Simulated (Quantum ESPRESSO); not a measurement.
## WS in Quantum ESPRESSO: the effect of functional

Crystal: WS.

```
W S
1.0
     3.00789    0.00000    0.00000
     0.00000    3.00789    0.00000
     0.00000    0.00000    3.00789
W S
1 1
Direct
  0.50000 0.50000 0.50000
  0.00000 0.00000 0.00000
```

The cell was built by a generator and needn't be a form met in nature.

Alike in all runs:

* Program: Quantum ESPRESSO 7.5
* k mesh: 6 × 6 × 6, shifted
* Occupations: fermi-dirac, width 0.05 eV
* Spin: no spin polarisation

Each run relaxes the cell or the atoms first.

Task: One run gave: relaxed volume 12.96 Å³/atom. Which functional did it use?
A. BLYP
B. LDA
C. vdW-DF-cx
D. WC
E. PBEsol

Result: B.

```tsv
functional	potentials or basis	cutoff	relaxed volume (Å³/atom)
LDA	PseudoDojo 0.4.1 SR LDA standard	952 eV	12.96
PBE	PseudoDojo 0.4.1 SR PBE standard	1007 eV	13.63
PBEsol	PseudoDojo 0.4.1 SR PBEsol standard	1007 eV	13.20
BLYP	PseudoDojo 0.4.1 SR PBE standard	1007 eV	14.51
WC	PseudoDojo 0.4.1 SR PBE standard	1007 eV	13.35
AM05	PseudoDojo 0.4.1 SR PBE standard	1007 eV	13.12
vdW-DF-cx	PseudoDojo 0.4.1 SR PBE standard	1007 eV	13.36
```

Caveats: the potentials were made for another functional, which shifts forces and pressure (some runs).

Not every run made on this cell is shown here.
